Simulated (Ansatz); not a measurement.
**CCl₃NSn: how energies converge with the basis set**

One table from this session's results is given with a row withheld; the runs are named, their logs left out.

Computed with Ansatz 0.2.0, Gaussian basis. Level: one geometry, several basis sets.

The runs, in order: PBE0-D4/def2-SVP; ωB97M-V/def2-SVP; PBE0-D4/def2-QZVPP; ωB97M-V/def2-QZVPP; the functionals' def2-TZVPP values are taken from earlier runs.

### The relaxed structure

An earlier PBE0-D4 in a triple-zeta def2 set relaxation fixed the geometry. Sn takes the def2 core potential; no spin-orbit term is included.

6 atoms, charge 0, spin multiplicity 1.

Atoms are counted from 1 here; the program's logs count them from 0.

Bond lengths: N1–C2 1.151 Å, C2–Sn3 2.088 Å, Sn3–Cl4 2.283 Å, Sn3–Cl5 2.283 Å, Sn3–Cl6 2.283 Å. Angles: N1–C2–Sn3 179.7°, C2–Sn3–Cl4 108.9°, C2–Sn3–Cl5 108.9°, C2–Sn3–Cl6 109.0°, Cl4–Sn3–Cl5 110.0°, Cl4–Sn3–Cl6 110.0°, Cl5–Sn3–Cl6 110.0°.

Set-up of the first run:

File in.yaml:

```yaml
crystal:
  periodic: [false, false, false]
  atoms:
    - {symbol: N, position_ang: [1.696216, -1.810949, 1.137922]}
    - {symbol: C, position_ang: [0.980798, -1.048083, 0.656412]}
    - {symbol: Sn, position_ang: [-0.314357, 0.331896, -0.225285]}
    - {symbol: Cl, position_ang: [-2.064542, -0.792319, -1.165394]}
    - {symbol: Cl, position_ang: [0.821839, 1.491548, -1.829984]}
    - {symbol: Cl, position_ang: [-1.077752, 1.763807, 1.380229]}
basis:
  gaussian: {orbitals: def2-SVP}
hamiltonian: {xc: pbe0, dispersion: d4}
output: {orbitals: {seedname: orbitals}}
```

The run is started by

```sh
$ ansatz run in.yaml --threads 4 --pin off --events-out ev --progress --plain --max-ram 10444MiB
```

Among the steps run: PBE0-D4 in def2-SVP; ωB97M-V in def2-SVP; PBE0-D4 in def2-QZVPP; ωB97M-V in def2-QZVPP.

One of the session's tables, all rows but one given; the rest of the session is left out.

```
functional       basis  HOMO (eV)  LUMO (eV)
   PBE0-D4    def2-SVP      -9.86      -2.87
   PBE0-D4  def2-TZVPP     -10.02      -3.00
   PBE0-D4  def2-QZVPP     -10.03      -3.03
   ωB97M-V    def2-SVP     -12.07      -0.68
   ωB97M-V  def2-TZVPP     -12.29      -0.91
   ωB97M-V  def2-QZVPP          ?          ?
```

Q: Estimate the row for ωB97M-V, def2-QZVPP from the others.

**Answer.** HOMO (eV): -12.33; LUMO (eV): -0.98. In the column «HOMO (eV)» it is the lowest.
